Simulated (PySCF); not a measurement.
# C₄H₈IN: NMR shieldings, spin-spin couplings, relativistic core levels

Wanted: NMR shieldings, spin-spin couplings, relativistic core levels for C₄H₈IN (`C/C(I)=C/CN`).

Computed with PySCF 2.14.0 and routines of our own; the level stands in each step. Atoms count from 0.

### 1 The system as given

14 atoms, charge 0, multiplicity 1; geometry from: GFN2-xTB.

### 2 Optimising the geometry at PBE0-D3(BJ)/def2-SVP

What the job is given:

```
{"job": {"xc": "PBE0", "basis": "def2-SVP", "d3": "d3bj", "grid": 1, "maxiter": 30, "shake": 0.01, "kind": "geom"}, "charge": 0, "multiplicity": 1}
C      2.324560    -0.157470     0.315160
C      0.974600     0.169170    -0.303750
I      1.055470     1.750080    -1.743270
C     -0.117700    -0.450990    -0.032000
C     -1.531500    -0.184630    -0.568140
N     -2.444360     0.344360     0.449150
H      2.221130    -0.937700     1.039320
H      2.722370     0.755580     0.804030
H      3.015480    -0.427460    -0.437060
H     -0.110170    -1.242030     0.729050
H     -1.503670     0.543970    -1.364940
H     -1.953420    -1.107540    -0.936130
H     -2.126550     1.233870     0.803860
H     -2.533410    -0.304280     1.236970
```

Run with:

```console
$ OMP_NUM_THREADS=1 python heavy_run.py task.json out
```

The driver reads the jobs from task.json and runs them one after another.

Log:

```text
step   0  E = -509.27415539  max force = 0.077683
step   1  E = -509.28079979  max force = 0.010534
step   2  E = -509.28128613  max force = 0.009028
step   3  E = -509.28140596  max force = 0.007811
step   4  E = -509.28194114  max force = 0.002100
step   5  E = -509.28201046  max force = 0.002552
step   6  E = -509.28207552  max force = 0.000347
step   7  E = -509.28209855  max force = 0.000372
step   8  E = -509.28212468  max force = 0.000547
step   9  E = -509.28212679  max force = 0.000219
optimisation converged
```

It took 93 s on 1 thread of Intel Xeon Platinum 8488C, shared host; peak memory 0.54 GiB.

Along the way:

| step | energy from step 0 (eV) | largest force component (eV/Å) |
| --- | --- | --- |
| 0 | 0.0000 | 3.9946 |
| 1 | -0.1808 | 0.5417 |
| 2 | -0.1940 | 0.4642 |
| 3 | -0.1973 | 0.4017 |
| 4 | -0.2119 | 0.1080 |
| 5 | -0.2137 | 0.1312 |
| 6 | -0.2155 | 0.0178 |
| 7 | -0.2161 | 0.0191 |
| 8 | -0.2169 | 0.0281 |
| 9 | -0.2169 | 0.0113 |

Distances of close pairs at the start and the end, largest changes first:

```csv
bond,before (Å),after (Å),change (Å)
C1–C3,1.285,1.336,+0.050
C0–H8,1.056,1.101,+0.045
C3–C4,1.535,1.500,-0.035
C0–H6,1.070,1.101,+0.031
C0–C1,1.521,1.492,-0.029
C4–H11,1.079,1.103,+0.024
C4–H10,1.080,1.101,+0.021
C4–N5,1.466,1.453,-0.012
```

The next job starts from the end point, and lists it.

```
                         at the end point                value
  point group (found at 0.08 Å tolerance)                   C1
rotational constants (GHz, main isotopes)  2.790, 1.149, 0.861
                        dipole moment (D)                 2.34
```

### 3 NMR shieldings: PBE0/pcJ-1 I:dyall-v2z, spin–orbit

What the job is given:

```
{"job": {"kind": "hnmr", "xc": "PBE0", "basis": {"default": "pcJ-1", "I": "dyall-v2z"}, "rel": "so"}, "charge": 0, "multiplicity": 1}
C      2.308570    -0.297967    -0.141895
C      0.925020     0.183245    -0.423176
I      0.876151     2.054592    -1.434262
C     -0.203761    -0.450968    -0.095381
C     -1.628656    -0.021029    -0.285064
N     -2.297661     0.402963     0.933509
H      2.271288    -1.263040     0.386392
H      2.863793     0.422575     0.479313
H      2.881204    -0.430349    -1.073325
H     -0.059251    -1.403850     0.435377
H     -1.673823     0.800274    -1.016790
H     -2.200653    -0.856419    -0.722692
H     -1.779110     1.171563     1.356390
H     -2.296863    -0.348753     1.621309
```

Level: PBE0/pcJ-1 I:dyall-v2z GIAO NMR shielding, X2C with spin-orbit coupling, screened-nuclear two-electron part, Gaussian nuclei, gas phase.

Log:

```text
spin-free SCF
coarse grid: 53648 points
cycle   1  E = -7327.1081858483  dE =  2.191e-01  |g| = 4.561e-01  |ddm| = 3.151e+00
cycle   2  E = -7327.0939355919  dE =  1.425e-02  |g| = 4.960e-01  |ddm| = 7.843e-01
cycle   3  E = -7327.1441830519  dE = -5.025e-02  |g| = 1.262e-01  |ddm| = 4.664e-01
cycle   4  E = -7327.1469480222  dE = -2.765e-03  |g| = 6.841e-02  |ddm| = 1.634e-01
cycle   5  E = -7327.1480831416  dE = -1.135e-03  |g| = 1.336e-02  |ddm| = 6.647e-02
cycle   6  E = -7327.1481214644  dE = -3.832e-05  |g| = 3.834e-03  |ddm| = 1.488e-02
cycle   7  E = -7327.1481233375  dE = -1.873e-06  |g| = 4.953e-04  |ddm| = 2.415e-03
final grid: 112848 points
cycle   8  E = -7327.1489630180  dE = -3.818e-06  |g| = 3.459e-03  |ddm| = 2.564e-03
cycle   9  E = -7327.1489628377  dE =  1.803e-07  |g| = 1.094e-03  |ddm| = 2.082e-03
cycle  10  E = -7327.1489625913  dE =  2.464e-07  |g| = 1.470e-03  |ddm| = 2.809e-03
cycle  11  E = -7327.1489631345  dE = -5.432e-07  |g| = 1.965e-04  |ddm| = 1.589e-03
cycle  12  E = -7327.1489631436  dE = -9.119e-09  |g| = 2.036e-05  |ddm| = 1.680e-04
converged SCF energy = -7327.1489631436
two-component SCF
cycle   1  E = -7326.2160532777  dE = -7.326e+03  |FDS-SDF| = 1.219e+02
cycle   2  E = -7328.3831440661  dE = -2.167e+00  |FDS-SDF| = 3.992e-01
cycle   3  E = -7328.3840133719  dE = -8.693e-04  |FDS-SDF| = 1.514e-02
cycle   4  E = -7328.3840723787  dE = -5.901e-05  |FDS-SDF| = 8.018e-03
cycle   5  E = -7328.3840818728  dE = -9.494e-06  |FDS-SDF| = 2.215e-03
cycle   6  E = -7328.3840862268  dE = -4.354e-06  |FDS-SDF| = 9.138e-04
cycle   7  E = -7328.3840867544  dE = -5.276e-07  |FDS-SDF| = 3.947e-04
cycle   8  E = -7328.3840868163  dE = -6.184e-08  |FDS-SDF| = 8.821e-05
cycle   9  E = -7328.3840868191  dE = -2.874e-09  |FDS-SDF| = 2.533e-05
converged, E = -7328.3840868191

Field gradients (au) and densities at the nuclei (bohr^-3)
atom        Vxx        Vyy        Vzz        centre      nuclear mean
  0 C     -0.0482    -0.0566     0.1048        125.726        125.724
  1 C      0.0519     0.2798    -0.3316        125.961        125.959
  2 I     -5.3675    -6.0981    11.4657     246057.757     238251.797
  3 C     -0.0542    -0.1800     0.2341        125.912        125.910
  4 C     -0.0187    -0.1681     0.1868        125.702        125.699
  5 N      0.4550     0.6446    -1.0997        204.366        204.360
  6 H     -0.1334    -0.1492     0.2826          0.471          0.471
  7 H     -0.1336    -0.1463     0.2799          0.470          0.470
  8 H     -0.1338    -0.1463     0.2801          0.469          0.469
  9 H     -0.1291    -0.1564     0.2855          0.469          0.469
 10 H     -0.1307    -0.1403     0.2710          0.477          0.477
 11 H     -0.1328    -0.1416     0.2744          0.478          0.478
 12 H     -0.1546    -0.2196     0.3742          0.477          0.477
 13 H     -0.1561    -0.2217     0.3777          0.478          0.478
without picture change
  2 I                           12.4445                    537969.120

Core orbital energies (eV)
atom   shell        mean    spread
  2 I  1s       -33018.669   0.000
  2 I  2s        -5126.025   0.000
  2 I  3s        -1045.022   0.000
  2 I  4s         -187.475   0.000
  2 I  5s          -19.310   0.000
  2 I  2p1/2     -4805.848   0.000
  2 I  2p3/2     -4507.660   0.034
  2 I  3p1/2      -912.511   0.000
  2 I  3p3/2      -855.812   0.097
  2 I  4p1/2      -140.661   0.000
  2 I  4p3/2      -129.572   0.245
  2 I  3d3/2      -623.085   0.097
  2 I  3d5/2      -611.322   0.126
  2 I  4d3/2       -53.878   0.302
  2 I  4d5/2       -52.117   0.404

Shielding tensors (ppm)
atom      isotropic    diamagn.    paramagn.     s11        s22        s33       span
  0 C       149.07      244.27      -95.20     120.92     137.16     189.14      68.23
  1 C        74.33      256.19     -181.86     -28.99     106.17     145.81     174.80
  2 I      4960.59     5088.28     -127.69    4117.26    4611.40    6153.11    2035.85
  3 C        38.84      253.45     -214.61     -74.09      66.83     123.77     197.86
  4 C       132.99      242.52     -109.53     114.09     133.08     151.80      37.71
  5 N       228.14      320.54      -92.40     206.31     233.76     244.35      38.03
  6 H        28.79       29.10       -0.30      23.00      27.51      35.88      12.88
  7 H        28.99       28.53        0.46      23.92      27.82      35.24      11.32
  8 H        28.98       28.43        0.54      23.77      27.79      35.37      11.60
  9 H        25.92       32.46       -6.53      22.57      27.11      28.10       5.53
 10 H        28.10       29.34       -1.25      22.45      28.08      33.76      11.31
 11 H        28.25       29.23       -0.98      23.49      27.33      33.95      10.46
 12 H        31.21       31.54       -0.33      23.71      31.51      38.40      14.69
 13 H        31.23       31.43       -0.20      24.73      28.19      40.78      16.05
```

It took 5.1 min on 1 thread of Intel Xeon Platinum 8488C, shared host; peak memory 2 GiB.

From this job:

| quantity | value |
| --- | --- |
| energy from spin-orbit coupling | -1.2351 Eh |

### 4 Spin-spin couplings: PBE0/pcJ-1 I:dyall-v2z, spin–orbit

The job, as its differences from that of step 3:

```diff
@@ -1,2 +1,2 @@
-{"job": {"kind": "hnmr", "xc": "PBE0", "basis": {"default": "pcJ-1", "I": "dyall-v2z"}, "rel": "so"}, "charge": 0, "multiplicity": 1}
+{"job": {"kind": "hj", "xc": "PBE0", "basis": {"default": "pcJ-1", "I": "dyall-v2z"}, "rel": "so", "atoms": [2]}, "charge": 0, "multiplicity": 1}
 C      2.308570    -0.297967    -0.141895
```

With the program's defaults for keys left out, this is: PBE0/pcJ-1 I:dyall-v2z indirect spin-spin coupling, X2C with spin-orbit coupling, screened-nuclear two-electron part, Gaussian nuclei, gas phase.

Log:

```text
spin-free SCF
coarse grid: 53648 points
cycle   1  E = -7327.1081858483  dE =  2.191e-01  |g| = 4.561e-01  |ddm| = 3.151e+00
cycle   2  E = -7327.0939355919  dE =  1.425e-02  |g| = 4.960e-01  |ddm| = 7.843e-01
cycle   3  E = -7327.1441830519  dE = -5.025e-02  |g| = 1.262e-01  |ddm| = 4.664e-01
cycle   4  E = -7327.1469480222  dE = -2.765e-03  |g| = 6.841e-02  |ddm| = 1.634e-01
cycle   5  E = -7327.1480831416  dE = -1.135e-03  |g| = 1.336e-02  |ddm| = 6.647e-02
cycle   6  E = -7327.1481214644  dE = -3.832e-05  |g| = 3.834e-03  |ddm| = 1.488e-02
cycle   7  E = -7327.1481233375  dE = -1.873e-06  |g| = 4.953e-04  |ddm| = 2.415e-03
final grid: 112848 points
cycle   8  E = -7327.1489630180  dE = -3.818e-06  |g| = 3.459e-03  |ddm| = 2.564e-03
cycle   9  E = -7327.1489628377  dE =  1.803e-07  |g| = 1.094e-03  |ddm| = 2.082e-03
cycle  10  E = -7327.1489625913  dE =  2.464e-07  |g| = 1.470e-03  |ddm| = 2.809e-03
cycle  11  E = -7327.1489631345  dE = -5.432e-07  |g| = 1.965e-04  |ddm| = 1.589e-03
cycle  12  E = -7327.1489631436  dE = -9.119e-09  |g| = 2.036e-05  |ddm| = 1.680e-04
converged SCF energy = -7327.1489631436
two-component SCF
cycle   1  E = -7326.2160532777  dE = -7.326e+03  |FDS-SDF| = 1.219e+02
cycle   2  E = -7328.3831440661  dE = -2.167e+00  |FDS-SDF| = 3.992e-01
cycle   3  E = -7328.3840133719  dE = -8.693e-04  |FDS-SDF| = 1.514e-02
cycle   4  E = -7328.3840723787  dE = -5.901e-05  |FDS-SDF| = 8.018e-03
cycle   5  E = -7328.3840818728  dE = -9.494e-06  |FDS-SDF| = 2.215e-03
cycle   6  E = -7328.3840862268  dE = -4.354e-06  |FDS-SDF| = 9.138e-04
cycle   7  E = -7328.3840867544  dE = -5.276e-07  |FDS-SDF| = 3.947e-04
cycle   8  E = -7328.3840868163  dE = -6.184e-08  |FDS-SDF| = 8.821e-05
cycle   9  E = -7328.3840868191  dE = -2.874e-09  |FDS-SDF| = 2.533e-05
converged, E = -7328.3840868191

Indirect spin-spin couplings
  i        j     bonds      J/Hz   K/1e19 T2/J   anisotropy/Hz
  2 127I    0  13C    2        6.17       10.14        57.2
  2 127I    1  13C    1     -168.52     -276.88        74.8
  2 127I    3  13C    2       -6.33      -10.40       -66.2
  2 127I    4  13C    3        4.87        8.00        29.6
  2 127I    5  15N    4        0.60       -2.46         1.2
  2 127I    6   1H    3       23.00        9.51        54.1
  2 127I    7   1H    3        1.86        0.77        13.4
  2 127I    8   1H    3        2.01        0.83        13.6
  2 127I    9   1H    3        2.12        0.88        64.0
  2 127I   10   1H    4       -3.66       -1.51        -8.2
  2 127I   11   1H    4        0.08        0.03        -4.8
  2 127I   12   1H    5        0.28        0.12         4.7
  2 127I   13   1H    5       -0.13       -0.06        -1.6
```

It took 4.1 min on 1 thread of Intel Xeon Platinum 8488C, shared host; peak memory 1.5 GiB.

Key values:

```csv
quantity,value
energy from spin-orbit coupling,-1.2351 Eh
```

### 5 Relativistic core levels: PBE0/pcJ-1 I:dyall-v2z, spin–orbit

The job, as its differences from that of step 4:

```diff
@@ -1,2 +1,2 @@
-{"job": {"kind": "hj", "xc": "PBE0", "basis": {"default": "pcJ-1", "I": "dyall-v2z"}, "rel": "so", "atoms": [2]}, "charge": 0, "multiplicity": 1}
+{"job": {"kind": "hxps", "xc": "PBE0", "basis": {"default": "pcJ-1", "I": "dyall-v2z"}, "rel": "so", "holes": [[2, "3d"]]}, "charge": 0, "multiplicity": 1}
 C      2.308570    -0.297967    -0.141895
```

With the program's defaults for keys left out, this is: PBE0/pcJ-1 I:dyall-v2z core ionisation, delta-SCF with one localised hole, X2C with spin-orbit coupling, screened-nuclear two-electron part, Gaussian nuclei, gas phase.

Log:

```text
spin-free SCF
coarse grid: 53648 points
cycle   1  E = -7327.1081858483  dE =  2.191e-01  |g| = 4.561e-01  |ddm| = 3.151e+00
cycle   2  E = -7327.0939355919  dE =  1.425e-02  |g| = 4.960e-01  |ddm| = 7.843e-01
cycle   3  E = -7327.1441830519  dE = -5.025e-02  |g| = 1.262e-01  |ddm| = 4.664e-01
cycle   4  E = -7327.1469480222  dE = -2.765e-03  |g| = 6.841e-02  |ddm| = 1.634e-01
cycle   5  E = -7327.1480831416  dE = -1.135e-03  |g| = 1.336e-02  |ddm| = 6.647e-02
cycle   6  E = -7327.1481214644  dE = -3.832e-05  |g| = 3.834e-03  |ddm| = 1.488e-02
cycle   7  E = -7327.1481233375  dE = -1.873e-06  |g| = 4.953e-04  |ddm| = 2.415e-03
final grid: 112848 points
cycle   8  E = -7327.1489630180  dE = -3.818e-06  |g| = 3.459e-03  |ddm| = 2.564e-03
cycle   9  E = -7327.1489628377  dE =  1.803e-07  |g| = 1.094e-03  |ddm| = 2.082e-03
cycle  10  E = -7327.1489625913  dE =  2.464e-07  |g| = 1.470e-03  |ddm| = 2.809e-03
cycle  11  E = -7327.1489631345  dE = -5.432e-07  |g| = 1.965e-04  |ddm| = 1.589e-03
cycle  12  E = -7327.1489631436  dE = -9.119e-09  |g| = 2.036e-05  |ddm| = 1.680e-04
converged SCF energy = -7327.1489631436
two-component SCF
cycle   1  E = -7326.2160532777  dE = -7.326e+03  |FDS-SDF| = 1.219e+02
cycle   2  E = -7328.3831440661  dE = -2.167e+00  |FDS-SDF| = 3.992e-01
cycle   3  E = -7328.3840133719  dE = -8.693e-04  |FDS-SDF| = 1.514e-02
cycle   4  E = -7328.3840723787  dE = -5.901e-05  |FDS-SDF| = 8.018e-03
cycle   5  E = -7328.3840818728  dE = -9.494e-06  |FDS-SDF| = 2.215e-03
cycle   6  E = -7328.3840862268  dE = -4.354e-06  |FDS-SDF| = 9.138e-04
cycle   7  E = -7328.3840867544  dE = -5.276e-07  |FDS-SDF| = 3.947e-04
cycle   8  E = -7328.3840868163  dE = -6.184e-08  |FDS-SDF| = 8.821e-05
cycle   9  E = -7328.3840868191  dE = -2.874e-09  |FDS-SDF| = 2.533e-05
converged, E = -7328.3840868191

Field gradients (au) and densities at the nuclei (bohr^-3)
atom        Vxx        Vyy        Vzz        centre      nuclear mean
  0 C     -0.0482    -0.0566     0.1048        125.726        125.724
  1 C      0.0519     0.2798    -0.3316        125.961        125.959
  2 I     -5.3675    -6.0981    11.4657     246057.757     238251.797
  3 C     -0.0542    -0.1800     0.2341        125.912        125.910
  4 C     -0.0187    -0.1681     0.1868        125.702        125.699
  5 N      0.4550     0.6446    -1.0997        204.366        204.360
  6 H     -0.1334    -0.1492     0.2826          0.471          0.471
  7 H     -0.1336    -0.1463     0.2799          0.470          0.470
  8 H     -0.1338    -0.1463     0.2801          0.469          0.469
  9 H     -0.1291    -0.1564     0.2855          0.469          0.469
 10 H     -0.1307    -0.1403     0.2710          0.477          0.477
 11 H     -0.1328    -0.1416     0.2744          0.478          0.478
 12 H     -0.1546    -0.2196     0.3742          0.477          0.477
 13 H     -0.1561    -0.2217     0.3777          0.478          0.478
without picture change
  2 I                           12.4445                    537969.120

Core orbital energies (eV)
atom   shell        mean    spread
  2 I  1s       -33018.669   0.000
  2 I  2s        -5126.025   0.000
  2 I  3s        -1045.022   0.000
  2 I  4s         -187.475   0.000
  2 I  5s          -19.310   0.000
  2 I  2p1/2     -4805.848   0.000
  2 I  2p3/2     -4507.660   0.034
  2 I  3p1/2      -912.511   0.000
  2 I  3p3/2      -855.812   0.097
  2 I  4p1/2      -140.661   0.000
  2 I  4p3/2      -129.572   0.245
  2 I  3d3/2      -623.085   0.097
  2 I  3d5/2      -611.322   0.126
  2 I  4d3/2       -53.878   0.302
  2 I  4d5/2       -52.117   0.404

hole in 3d5/2 of atom 2
cycle   1  E = -7304.7610532967  dE = -7.305e+03  |FDS-SDF| = 4.794e+00
cycle   2  E = -7305.0157016414  dE = -2.546e-01  |FDS-SDF| = 3.488e+00
cycle   3  E = -7305.4608418782  dE = -4.451e-01  |FDS-SDF| = 1.768e-01
cycle   4  E = -7305.4625401061  dE = -1.698e-03  |FDS-SDF| = 1.390e-01
cycle   5  E = -7305.4671662837  dE = -4.626e-03  |FDS-SDF| = 2.584e-02
cycle   6  E = -7305.4672944865  dE = -1.282e-04  |FDS-SDF| = 7.762e-03
cycle   7  E = -7305.4673125489  dE = -1.806e-05  |FDS-SDF| = 1.715e-03
cycle   8  E = -7305.4673144703  dE = -1.921e-06  |FDS-SDF| = 8.199e-04
cycle   9  E = -7305.4673149877  dE = -5.174e-07  |FDS-SDF| = 3.637e-04
cycle  10  E = -7305.4673151586  dE = -1.708e-07  |FDS-SDF| = 1.300e-04
cycle  11  E = -7305.4673151795  dE = -2.092e-08  |FDS-SDF| = 5.523e-05
converged, E = -7305.4673151795

Core binding energies (eV)
atom   line    delta-SCF   -orbital   splitting
  2 I  3d5/2     623.587     611.32    11.763
```

Run time: 3.2 min. Hardware: 1 thread of Intel Xeon Platinum 8488C, shared host; peak memory 1.7 GiB.

From this job:

```
                       quantity       value
energy from spin-orbit coupling  -1.2351 Eh
```

### 6 NMR shieldings: PBE0/pcJ-1 I:dyall-v2z, spin-free

The job, as its differences from that of step 5:

```diff
@@ -1,2 +1,2 @@
-{"job": {"kind": "hxps", "xc": "PBE0", "basis": {"default": "pcJ-1", "I": "dyall-v2z"}, "rel": "so", "holes": [[2, "3d"]]}, "charge": 0, "multiplicity": 1}
+{"job": {"kind": "hnmr", "xc": "PBE0", "basis": {"default": "pcJ-1", "I": "dyall-v2z"}, "rel": "sf"}, "charge": 0, "multiplicity": 1}
 C      2.308570    -0.297967    -0.141895
```

Method: PBE0/pcJ-1 I:dyall-v2z GIAO NMR shielding, spin-free X2C, Gaussian nuclei, gas phase.

Log:

```text
spin-free SCF
coarse grid: 53648 points
cycle   1  E = -7327.1081858483  dE =  2.191e-01  |g| = 4.561e-01  |ddm| = 3.151e+00
cycle   2  E = -7327.0939355919  dE =  1.425e-02  |g| = 4.960e-01  |ddm| = 7.843e-01
cycle   3  E = -7327.1441830519  dE = -5.025e-02  |g| = 1.262e-01  |ddm| = 4.664e-01
cycle   4  E = -7327.1469480222  dE = -2.765e-03  |g| = 6.841e-02  |ddm| = 1.634e-01
cycle   5  E = -7327.1480831416  dE = -1.135e-03  |g| = 1.336e-02  |ddm| = 6.647e-02
cycle   6  E = -7327.1481214644  dE = -3.832e-05  |g| = 3.834e-03  |ddm| = 1.488e-02
cycle   7  E = -7327.1481233375  dE = -1.873e-06  |g| = 4.953e-04  |ddm| = 2.415e-03
final grid: 112848 points
cycle   8  E = -7327.1489630180  dE = -3.818e-06  |g| = 3.459e-03  |ddm| = 2.564e-03
cycle   9  E = -7327.1489628377  dE =  1.803e-07  |g| = 1.094e-03  |ddm| = 2.082e-03
cycle  10  E = -7327.1489625913  dE =  2.464e-07  |g| = 1.470e-03  |ddm| = 2.809e-03
cycle  11  E = -7327.1489631345  dE = -5.432e-07  |g| = 1.965e-04  |ddm| = 1.589e-03
cycle  12  E = -7327.1489631436  dE = -9.119e-09  |g| = 2.036e-05  |ddm| = 1.680e-04
converged SCF energy = -7327.1489631436
check of the scalar solution
cycle   1  E = -7327.1489631436  dE = -7.327e+03  |FDS-SDF| = 2.036e-05
cycle   2  E = -7327.1489631435  dE =  8.185e-11  |FDS-SDF| = 2.534e-05
converged, E = -7327.1489631435

Field gradients (au) and densities at the nuclei (bohr^-3)
atom        Vxx        Vyy        Vzz        centre      nuclear mean
  0 C     -0.0488    -0.0569     0.1057        125.726        125.724
  1 C      0.0481     0.2862    -0.3343        125.961        125.958
  2 I     -5.3993    -6.1344    11.5337     245863.008     238056.912
  3 C     -0.0546    -0.1799     0.2345        125.912        125.910
  4 C     -0.0183    -0.1686     0.1870        125.702        125.699
  5 N      0.4547     0.6447    -1.0994        204.366        204.361
  6 H     -0.1333    -0.1492     0.2826          0.471          0.471
  7 H     -0.1336    -0.1463     0.2799          0.469          0.469
  8 H     -0.1338    -0.1463     0.2801          0.469          0.469
  9 H     -0.1290    -0.1564     0.2854          0.469          0.469
 10 H     -0.1306    -0.1403     0.2709          0.477          0.477
 11 H     -0.1328    -0.1416     0.2744          0.478          0.478
 12 H     -0.1546    -0.2195     0.3742          0.477          0.477
 13 H     -0.1561    -0.2216     0.3777          0.478          0.478
without picture change
  2 I                           12.5667                    537990.026

Core orbital energies (eV)
atom   shell        mean    spread
  2 I  1s       -33020.514   0.000
  2 I  2s        -5126.448   0.000
  2 I  3s        -1045.149   0.000
  2 I  4s         -187.514   0.000
  2 I  5s          -19.317   0.000
  2 I  2p        -4602.994   0.052
  2 I  3p         -874.009   0.149
  2 I  4p         -133.136   0.375
  2 I  3d         -616.084   0.141
  2 I  4d          -52.837   0.459

Shielding tensors (ppm)
atom      isotropic    diamagn.    paramagn.     s11        s22        s33       span
  0 C       150.40      245.41      -95.02     122.93     139.24     189.02      66.10
  1 C        42.07      256.82     -214.75     -40.11      66.25     100.06     140.17
  2 I      3647.51     5560.73    -1913.23    2531.33    3078.71    5332.48    2801.15
  3 C        38.23      254.43     -216.20     -75.51      65.64     124.56     200.08
  4 C       135.14      243.50     -108.35     114.41     136.76     154.27      39.86
  5 N       225.79      321.95      -96.16     203.51     232.06     241.80      38.30
  6 H        29.33       29.11        0.22      24.54      27.22      36.22      11.68
  7 H        29.10       28.47        0.62      24.39      27.86      35.04      10.66
  8 H        29.07       28.38        0.69      24.23      27.84      35.14      10.91
  9 H        25.19       32.47       -7.28      22.24      24.66      28.67       6.43
 10 H        27.90       29.39       -1.50      22.21      27.85      33.62      11.41
 11 H        28.23       29.23       -1.00      23.44      27.36      33.89      10.45
 12 H        31.20       31.54       -0.34      23.65      31.52      38.41      14.76
 13 H        31.17       31.43       -0.26      24.71      28.03      40.77      16.05
```

Wall time 1.7 min (1 thread of Intel Xeon Platinum 8488C, shared host); peak memory 1.6 GiB.

(Part 1 of 2 ends here.)
